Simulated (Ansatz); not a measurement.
# C3H8OSi: small, medium and large basis sets

An exercise on one series of results from a longer session: the logs are not shown, and one member is left open.

The runs use Ansatz 0.2.0, Gaussian basis; one geometry, several basis sets.

Plan: PBE0-D4/def2-SVP; ωB97M-V/def2-SVP; PBE0-D4/def2-QZVPP; ωB97M-V/def2-QZVPP; the functionals' def2-TZVPP values are taken from earlier runs.

## Structure used throughout

All runs share one geometry, relaxed beforehand with PBE0-D4 in a triple-zeta def2 set.

SMILES `C1CO[SiH2]C1`, 13 atoms, charge 0, spin multiplicity 1.

Atoms are counted from 1 here; the program's logs count them from 0.

Bond lengths: C1–C2 1.527 Å, C1–C5 1.537 Å, C1–H6 1.094 Å, C1–H7 1.095 Å, C2–O3 1.422 Å, C2–H8 1.098 Å, C2–H9 1.093 Å, O3–Si4 1.659 Å, Si4–C5 1.879 Å, Si4–H10 1.488 Å, Si4–H11 1.487 Å, C5–H12 1.094 Å, C5–H13 1.090 Å. Angles: C2–C1–C5 107.7°, C2–C1–H6 110.9°, C2–C1–H7 108.7°, C5–C1–H6 112.7°, C5–C1–H7 109.5°, H6–C1–H7 107.4°, C1–C2–O3 108.9°, C1–C2–H8 110.5°, C1–C2–H9 111.8°, O3–C2–H8 109.3°, O3–C2–H9 108.3°, H8–C2–H9 107.9°, C2–O3–Si4 111.9°, O3–Si4–C5 96.7°, O3–Si4–H10 111.5°, O3–Si4–H11 110.4°, C5–Si4–H10 114.6°, C5–Si4–H11 115.1° and more.

The first run:

in.yaml reads:

```yaml
crystal:
  periodic: [false, false, false]
  atoms:
    - {symbol: C, position_ang: [-0.915006, 0.333414, 0.568606]}
    - {symbol: C, position_ang: [-0.001635, -0.713472, 1.201553]}
    - {symbol: O, position_ang: [0.706197, -1.390499, 0.170424]}
    - {symbol: Si, position_ang: [0.884924, -0.445405, -1.181654]}
    - {symbol: C, position_ang: [-0.132970, 1.010196, -0.567980]}
    - {symbol: H, position_ang: [-1.269293, 1.045923, 1.318683]}
    - {symbol: H, position_ang: [-1.794628, -0.170720, 0.156100]}
    - {symbol: H, position_ang: [0.716458, -0.237172, 1.882308]}
    - {symbol: H, position_ang: [-0.566676, -1.453431, 1.773786]}
    - {symbol: H, position_ang: [2.315908, -0.132966, -1.442391]}
    - {symbol: H, position_ang: [0.334261, -1.141021, -2.375591]}
    - {symbol: H, position_ang: [0.528810, 1.790009, -0.178938]}
    - {symbol: H, position_ang: [-0.785849, 1.470646, -1.310106]}
basis:
  gaussian: {orbitals: def2-SVP}
hamiltonian: {xc: pbe0, dispersion: d4}
output: {orbitals: {seedname: orbitals}}
```

On the command line:

```sh
$ ansatz run in.yaml --threads 4 --pin off --events-out ev --progress --plain --max-ram 10444MiB
```

Among the steps run: PBE0-D4 in def2-SVP; ωB97M-V in def2-SVP; PBE0-D4 in def2-QZVPP; ωB97M-V in def2-QZVPP.

One of the session's tables, all rows but one given; the rest of the session is left out.

It belongs to the step «Functionals by basis». 

| functional | basis | HOMO (eV) | LUMO (eV) |
| --- | --- | --- | --- |
| PBE0-D4 | def2-SVP | -7.71 | 1.11 |
| PBE0-D4 | def2-TZVPP | -7.82 | 0.56 |
| PBE0-D4 | def2-QZVPP | -7.84 | 0.37 |
| ωB97M-V | def2-SVP | -10.06 | 2.99 |
| ωB97M-V | def2-TZVPP | ? | ? |
| ωB97M-V | def2-QZVPP | -10.21 | 1.68 |

**Question.** Estimate the row for ωB97M-V, def2-TZVPP.

As computed: HOMO (eV): -10.18; LUMO (eV): 2.16. In the column «HOMO (eV)» it lies between ωB97M-V, def2-QZVPP (-10.21) and ωB97M-V, def2-SVP (-10.06).
